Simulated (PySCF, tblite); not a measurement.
**C₄H₉FO₂: geometry, infrared bands, NMR shifts, spin-spin couplings, electronic excitations and core binding energies**

Wanted: the infrared bands, NMR shifts, spin-spin couplings, electronic excitations and core binding energies of C₄H₉FO₂ (`COCCOCF`), by calculation.

Programs: tblite 0.8.0 and PySCF 2.14.0, with density-fitted response routines of our own. Each step states its level of theory. These are calculated values for one molecule in the gas phase, unless marked as measured. Atoms count from 0, in the outputs and in this text.

**1. Starting geometry**

16 atoms, charge 0, multiplicity 1; geometry from: GFN2-xTB.

Bonds of the start (Å): C0–O1 1.41, O1–C2 1.41, C2–C3 1.52, C3–O4 1.42, O4–C5 1.36, C5–F6 1.38, C0–H7 1.10, C0–H8 1.10, C0–H9 1.09, C2–H10 1.10, C2–H11 1.10, C3–H12 1.10, C3–H13 1.10, C5–H14 1.10, C5–H15 1.10.

**2. Harmonic vibrations with GFN2-xTB**

The job: settings as JSON, then the geometry in Å.

```
{"job": {"kind": "ir", "xc": "GFN2-xTB", "basis": "xTB"}, "charge": 0, "multiplicity": 1}
C     -2.973152    -0.140042     0.265204
O     -1.648058    -0.281292     0.711952
C     -0.700266     0.130122    -0.242531
C      0.687172    -0.106028     0.340675
O      1.652629     0.305597    -0.619305
C      2.942875     0.197387    -0.193954
F      3.321691    -1.120971    -0.051829
H     -3.155871    -0.741702    -0.633292
H     -3.209409     0.907222     0.040233
H     -3.610656    -0.490413     1.074029
H     -0.825152     1.196998    -0.481939
H     -0.808451    -0.443664    -1.174644
H      0.807783    -1.169416     0.576712
H      0.805122     0.473452     1.266234
H      3.116450     0.660580     0.793086
H      3.589694     0.631113    -0.963946
```

**Question.** This job is followed by: PBE0-D3(BJ)/def2-SVP geometry optimisation, gas phase; GIAO PBE0/pcSseg-1 NMR shielding, non-relativistic, gas phase; B3LYP/pcJ-1 indirect spin-spin coupling, non-relativistic, gas phase; TDDFT CAM-B3LYP/def2-SVPD, vertical, gas phase, core orbitals frozen in the response; GIAO wB97X-D/pcSseg-1 NMR shielding, non-relativistic, gas phase; delta-SCF UKS SCAN, pcX-2 on the ionised atom, pcseg-1 elsewhere, spin-free X2C. What will the session give for the following? strongest single infrared mode (GFN2-xTB); zero-point energy (GFN2-xTB); point group; rotational constants (main isotopes); 13C shifts against TMS (PBE0/pcSseg-1); 1H shifts against TMS (PBE0/pcSseg-1, means over atoms taken as alike); 17O shifts against H2O (PBE0/pcSseg-1); 19F shifts against CFCl3 (PBE0/pcSseg-1); largest coupling of the table (B3LYP/pcJ-1); lowest singlet (CAM-B3LYP/def2-SVPD); brightest single state of those computed; lowest triplet; vertical ionisation energy (ΔSCF); C1s binding energies, SCAN/pcX-2; O1s binding energies, SCAN/pcX-2; F1s binding energies, SCAN/pcX-2; range of the shift of O4.

As calculated:

| quantity | value |
| --- | --- |
| strongest single infrared mode (GFN2-xTB) | 948 cm⁻¹, 147 km/mol |
| zero-point energy (GFN2-xTB) | 81.1 kcal/mol |
| point group | C1 |
| rotational constants (main isotopes) | 10.86, 0.90, 0.87 GHz |
| 13C shifts against TMS (PBE0/pcSseg-1) | 104.8, 72.5, 69.0, 59.7 ppm |
| 1H shifts against TMS (PBE0/pcSseg-1, means over atoms taken as alike) | 5.24, 3.61, 3.37, 3.33 ppm |
| 17O shifts against H2O (PBE0/pcSseg-1) | 81.3, 11.9 ppm |
| 19F shifts against CFCl3 (PBE0/pcSseg-1) | -172.0 ppm |
| largest coupling of the table (B3LYP/pcJ-1) | 1J(C,F) C5–F6, -284.5 Hz |
| lowest singlet (CAM-B3LYP/def2-SVPD) | 7.29 eV (170 nm), f = 0.026 |
| brightest single state of those computed | state 5, 8.52 eV, f = 0.031 |
| lowest triplet | 7.08 eV |
| vertical ionisation energy (ΔSCF) | 10.14 eV |
| C1s binding energies, SCAN/pcX-2 | C5 294.70, C0 292.37, C3 292.32, C2 292.25 eV |
| O1s binding energies, SCAN/pcX-2 | O4 539.15, O1 538.68 eV |
| F1s binding energies, SCAN/pcX-2 | F6 692.55 eV |
| range of the shift of O4 | 75.3 to 81.3 ppm |

All 42 modes are real, so the xTB geometry is a minimum. The strongest single mode, at 948 cm⁻¹, moves mainly C5 and F6. Unscaled tight-binding wavenumbers are off by several per cent, some by more. Its intensities can rank the bands wrongly. Relaxing lowered the energy by 0.036 eV in 7 steps; the close pair that moved most is O1–C2, from 1.407 to 1.393 Å. No frequency check was run at this level, so the end point may be a saddle. The most deshielded hydrogen is H14, H15 (mean) (hydrogen on an sp3 CH2 bonded to F and O), at 5.24 ppm: its carbon carries F and O, an electronegative neighbour. At PBE0/pcSseg-1: Shielding is most anisotropic at F6 (span 177 ppm, paramagnetic term -123 ppm). Couplings across rotatable bonds belong to this one conformer; where others are populated, the observed values are averages, and the simulated multiplets take (2 J gauche + J anti)/3 across rotating chain bonds. The first singlet state (HOMO→LUMO 0.79, HOMO→LUMO+1 0.10) lies at 7.29 eV and is weak; of the 10 states computed, the strongest absorption comes from states 8 to 10 together at 9.08 eV (the last computed, so partners may be missing). The lowest triplet lies 0.21 eV below the lowest singlet (triplets in Tamm-Dancoff, singlets in full TDDFT). The orbital energy would give 9.16 eV for ionisation, ΔSCF gives 10.14 eV. The C1s levels kept as sound span 2.44 eV, from C2 (sp3 CH2 bonded to O) up to C5 (sp3 CH2 bonded to F and O). Across the 2 runs the shift of O4 moves most, between 75.3 (wB97X-D/pcSseg-1) and 81.3 ppm (PBE0/pcSseg-1).
